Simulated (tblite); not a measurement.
# As34H16: the cost of one run

Computed with tblite 0.8.0 and PySCF 2.14.0 and routines of our own; the level stands in each step. Atoms count from 0.

### Step 1. The starting structure

50 atoms, charge 0, multiplicity 1; geometry from: force field, distance geometry or constructed start.

### Step 2. Geometry optimisation with GFN2-xTB

Job settings and geometry (Å):

```
{"job": {"kind": "relax", "xc": "GFN2-xTB", "basis": "xTB"}, "charge": 0, "multiplicity": 1}
As    -4.479400     2.587200    -0.701600
As    -6.281300     3.627300     0.693100
As    -8.066600     2.586700    -0.699000
As    -8.072500     0.522200     0.693800
As    -6.279100    -0.519000    -0.696600
As    -4.487600     0.517300     0.697400
As     8.071900    -0.516100    -0.703300
As     6.281500     0.520500     0.701500
As     4.487000    -0.519900    -0.700400
As     4.481500    -2.589800     0.701600
As     6.276000    -3.625900    -0.702100
As     8.069300    -2.591000     0.700000
As     2.687200     2.589700    -0.695000
As     0.899100     3.624100     0.697300
As    -0.899100     2.594100    -0.699800
As    -0.898800     0.518400     0.706300
As     0.897300    -0.515900    -0.699100
As     2.689500     0.514400     0.699000
As    -9.866200    -0.516000    -0.697500
As    -9.862800    -2.588100     0.702700
As    -8.074100    -3.620900    -0.698500
As    -6.279000    -2.587500     0.699800
As     6.281500     2.593600    -0.693400
As     4.480100     3.620400     0.698500
As    -2.690100     3.627300     0.700900
As    -2.696700    -0.518700    -0.697500
As    -2.689900    -2.586700     0.699300
As    -0.897500    -3.624100    -0.698800
As     0.897500    -2.588600     0.698000
As     2.691700    -3.624300    -0.696600
As    -4.480700    -3.624100    -0.701100
As     9.863700     2.590300    -0.699800
As     8.070800     3.624800     0.698100
As     9.867700     0.516500     0.703700
H     -6.276900     4.885800    -0.154500
H     -9.161900     3.220900     0.148300
H      6.277300    -4.883900     0.147100
H      9.163300    -3.216200    -0.153800
H      0.898000     4.880100    -0.151300
H    -10.961000     0.115200     0.152400
H    -10.956300    -3.221000    -0.147400
H     -8.065900    -4.889600     0.154900
H      4.489200     4.885000    -0.154800
H     -2.688000     4.883500    -0.153000
H     -0.900600    -4.882300     0.153600
H      2.688700    -4.882400     0.147800
H     -4.481900    -4.883900     0.150600
H     10.955900     3.221300     0.153500
H      8.073400     4.884400    -0.151000
H     10.958100    -0.111100    -0.149200
```

On the command line:

```
$ OMP_NUM_THREADS=8 python large_run.py task.json out
```

The driver reads the jobs from task.json and runs them one after another.

**Question.** How long does this first job take on 8 threads of Arm Neoverse N1, shared host, and how much memory does it need?

About 59 s, with a peak of 0.17 GiB.
